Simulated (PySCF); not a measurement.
# CH7NO3Si: the cost of one run

Computed with PySCF 2.14.0, with density-fitted response routines of our own, on a single molecule in the gas phase. Atoms are numbered from 0 throughout.

## (1) The molecule as given

13 atoms, charge 0, multiplicity 1; geometry from: GFN2-xTB. The atoms were then displaced at random by about 0.01 Å, so the start is not that level's minimum.

Bonds of the start (Å): C0–O1 1.38, O1–Si2 1.62, Si2–N3 1.78, Si2–O4 1.63, Si2–O5 1.62, C0–H6 1.11, C0–H7 1.09, C0–H8 1.06, N3–H9 1.02, N3–H10 0.97, O4–H11 0.94, O5–H12 0.95.

## (2) Geometry optimisation at PBE0-D3(BJ)/def2-SVP

The job: settings as JSON, then the geometry in Å.

```
{"job": {"xc": "PBE0", "basis": "def2-SVP", "d3": "d3bj", "grid": 1, "shake": 0.01, "kind": "geom"}, "charge": 0, "multiplicity": 1}
C     -1.520090    -1.270010    -0.588280
O     -0.217590    -0.961290    -0.248460
Si     0.354580     0.447890     0.316780
N      2.032340     0.191460     0.842860
O      0.343980     1.655980    -0.781190
O     -0.564120     0.942860     1.555540
H     -1.842390    -0.651970    -1.454500
H     -2.193650    -1.022200     0.236630
H     -1.596820    -2.299850    -0.820770
H      2.111330    -0.393400     1.671150
H      2.657640    -0.103610     0.159540
H      0.911740     1.611830    -1.532700
H     -0.471130     1.835430     1.875890
```

Launch:

```sh
> OMP_NUM_THREADS=1 python probes_run.py task.json out
```

This one command runs all jobs of the session in turn.

**Question.** How long does this first job take on 1 thread of Arm Neoverse V1, shared host, and how much memory does it need?

About 44 s, with a peak of 0.51 GiB.
